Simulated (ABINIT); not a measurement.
# BiS: single point with PBE

The system is BiS.

```
Bi S
1.0
     4.00294    0.00000    0.00000
     0.00000    4.00294    0.00000
     0.00000    0.00000    4.00294
Bi S
1 1
Direct
  0.50000 0.50000 0.50000
  0.00000 0.00000 0.00000
```

The cell was built by a generator and needn't be a form met in nature.

```
Program             : ABINIT 10.8.3 (patched build)
Task                : single point
Functional          : PBE
Potentials or basis : SG15 NC PBE v1.2
Cutoff              : 599 eV
k mesh              : 5 × 5 × 5
Occupations         : fermi-dirac, width 0.05 eV
Spin                : no spin polarisation
```

```
Pressure                                              : -10.8 GPa
Band gap on the k mesh                                : none (metal or under the smearing width)
Valence electrons inside the program's atomic spheres : Bi 10.64; S 3.69
```

Levels at points of the mesh, in eV from the Fermi level:
| k point | band 8 | band 9 | band 10 | band 11 | band 12 | band 13 |
| --- | --- | --- | --- | --- | --- | --- |
| (0.00, 0.00, 0.00) | -2.05 | -2.05 | -2.05 | 2.63 | 2.63 | 2.63 |

It took 17 s on 1 thread of AMD EPYC 7571, on a shared host, peak memory 0.06 GiB.

Caveat: spin-orbit coupling is left out, which moves the levels of the heavy elements.
